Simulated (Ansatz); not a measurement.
# BGe− (singlet): wave-function methods side by side, aug-cc-pVDZ

How much of the correlation energy of BGe− (singlet) does each wave-function method recover here?

Program: Ansatz 0.2.0, Gaussian basis. Level of theory: aug-cc-pVDZ, core rule «outside noble gas», up to 15 orbitals frozen. These are calculated values, not measurements.

The runs, in order: UHF; CCSD(T) on RHF; CCSD(T) on UHF; BCCD(T) on RHF; CISD; CCSDT(Q) on RHF; CCSDT(Q) on UHF; CCSDTQ on RHF; CASSCF and MRCISD+Q, 8 electrons in 8 orbitals; CASSCF and NEVPT4(SD), 8 electrons in 8 orbitals; CASSCF and NEVPT2, 8 electrons in 8 orbitals.

4 further runs of the same task are left out: 4 set aside as unsound or not needed.

### 1 What is computed

The geometry is a PBE0/def2-TZVPD stationary point (not a proven minimum). No spin-orbit coupling is included. The filled d shell of Ge may be among the frozen orbitals whatever the setting's name suggests; the logs give the count.

2 atoms, charge -1, spin multiplicity 1.

Atoms are counted from 1 here; the program's logs count them from 0.

Bond lengths: Ge1–B2 1.841 Å.

As a file:

```xyz
2
charge -1, multiplicity 1
Ge    0.0000    0.0000    0.0000
B     0.0000    0.0000    1.8406
```

### 2 UHF

in.yaml

```yaml
crystal:
  periodic: [false, false, false]
  atoms:
    - {symbol: Ge, position_ang: [0.000000, 0.000000, 0.000000]}
    - {symbol: B, position_ang: [0.000000, 0.000000, 1.840600]}
basis:
  gaussian: {orbitals: aug-cc-pVDZ}
total_charge: -1
magnetization: {spin_polarized: true, initial_magnetization: 0}
hamiltonian: {xc: hf}
output: {orbitals: {seedname: orbitals}}
```

Started as:

```
$ ansatz run in.yaml --threads 1 --pin off --events-out ev --progress --plain --max-ram 2816MiB --backend cpu
```

Further steps of the session: CCSD(T) on RHF; CCSD(T) on UHF; BCCD(T) on RHF; CISD; CCSDT(Q) on RHF; CCSDT(Q) on UHF; CCSDTQ on RHF; CASSCF and MRCISD+Q, 8 electrons in 8 orbitals; CASSCF and NEVPT4(SD), 8 electrons in 8 orbitals; CASSCF and NEVPT2, 8 electrons in 8 orbitals.

Before running them: what should the planned runs give, taken together? Wanted: RCCSDTQ below the RHF energy; RMP2 from RCCSDTQ; RCCSD from RCCSDTQ; RCCSD(T) from RCCSDTQ; RCCSDT(Q) from RCCSDTQ; NEVPT2 valence from RCCSDTQ; NEVPT4(SD) valence from RCCSDTQ; MRCISD+Q valence from RCCSDTQ; T1 diagnostic.

**Answer**, as computed:

| quantity | value |
| --- | --- |
| RCCSDTQ below the RHF energy | -6.1836 eV |
| RMP2 from RCCSDTQ | +22.36 kcal/mol |
| RCCSD from RCCSDTQ | +14.00 kcal/mol |
| RCCSD(T) from RCCSDTQ | +1.80 kcal/mol |
| RCCSDT(Q) from RCCSDTQ | -0.24 kcal/mol |
| NEVPT2 valence from RCCSDTQ | +16.86 kcal/mol |
| NEVPT4(SD) valence from RCCSDTQ | +2.10 kcal/mol |
| MRCISD+Q valence from RCCSDTQ | +0.31 kcal/mol |
| levels within 1 kcal/mol (43 meV) | RCCSDT(Q), MRCISD+Q valence |
| T1 diagnostic | 0.039 |
| effectively unpaired electrons | 0.40 |

In words: RCCSD(T) misses by +1.80 kcal/mol, 1.3 % of the correlation energy. The occupations show some static correlation. Of the multireference levels listed MRCISD+Q valence comes nearest in total energy (+0.31 kcal/mol), which doesn't show that its space is the better one. Coupled cluster took another determinant than the lowest Hartree-Fock one. These misses are within one basis, not against nature.
